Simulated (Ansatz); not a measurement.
GdO, space group F-43m, a comparison of functionals at one structure

Program: Ansatz's Python interface.

Notebook, run cell by cell (the value of a cell's last expression is shown):

```python
import ansatz as az
import pandas as pd
```

```python
SETTINGS = {
    "k_spacing": 0.22,
    "filling": "fermi_dirac",
}
```

```python
lattice = az.Lattice.of(
    (0.0, 2.7, 2.7),
    (2.7, 0.0, 2.7),
    (2.7, 2.7, 0.0),
)
sites = [
    ("Gd", (0.0, 0.0, 0.0)),
    ("O", (0.25, 0.25, 0.25)),
]
cell = az.Crystal(lattice=lattice)
for symbol, position in sites:
    cell = cell.atom(symbol, position)
cell = cell.moments(Gd=9.1)

cell.resolved().tree()["lattice"]
```

    ((0.0, 2.7, 2.7), (2.7, 0.0, 2.7), (2.7, 2.7, 0.0))

```python
job = (
    cell.calculation()
    .basis(21 * az.Ha)
    .kpoints(spacing=SETTINGS["k_spacing"])
    .spin(az.SpinTreatment.COLLINEAR)
    .occupations(SETTINGS["filling"])
)
```

```python
rows = []
for value in ["r2scan", "pbe", "rpbe"]:
    rep = job.functional(value).run(threads=1, pin="off").report
    rows.append((value, rep["free_energy_ev"] / len(rep["lattice"]["sites"]), rep["n_iterations"], rep["magnetization_mub"], rep["n_kpoints"]))
```

    DeckWarning: where an SCF of this run starts from atoms to list the orders of its open shells, Gd (site 0, from 0) starts with 6.64 μB on its 4f shell and 0.64 μB on its 5d shell, in the place of the 9.10 μB that the deck gives it: its open shells can hold no more by Hund's first rule. To start from spheres of the given moment, type scf.initial_density.shell_occupations: []

```python
table = pd.DataFrame(rows, columns=["functional", "F/atom (eV)", "iterations", "moment (muB)", "k-points"])
table.round(5)
```

      functional  F/atom (eV)  iterations  moment (muB)  k-points
    0     r2scan  -4959.00464          17       7.91248        47
    1        pbe  -4951.28754          12       7.50007        47
    2       rpbe  -4957.62964          14       7.60413        47

Notes:
- Open f shells: without a Hubbard U, without spin-orbit coupling; the state reached hangs on the start and needn't be the lowest.
- Without U the f states sit at the Fermi level and can close a real gap.
- For a metal this k-point mesh is coarse: on a finer one energies can move by several to tens of meV an atom and pressures by half a GPa or more, differences at one mesh by less.
- r2SCAN tends to overestimate the moments of itinerant magnets.
- The structure is a deposited one; some such entries were measured under pressure or heat, so a shift against it needn't be the functional's error alone.
- Warnings are shown shortened and without file and line.
- Total energies of different functionals can't be compared; pressures, moments and gaps at this one structure can.
- Timing: 73 s on 1 thread of Arm Neoverse V2, on a shared host, peak memory 0.65 GiB.
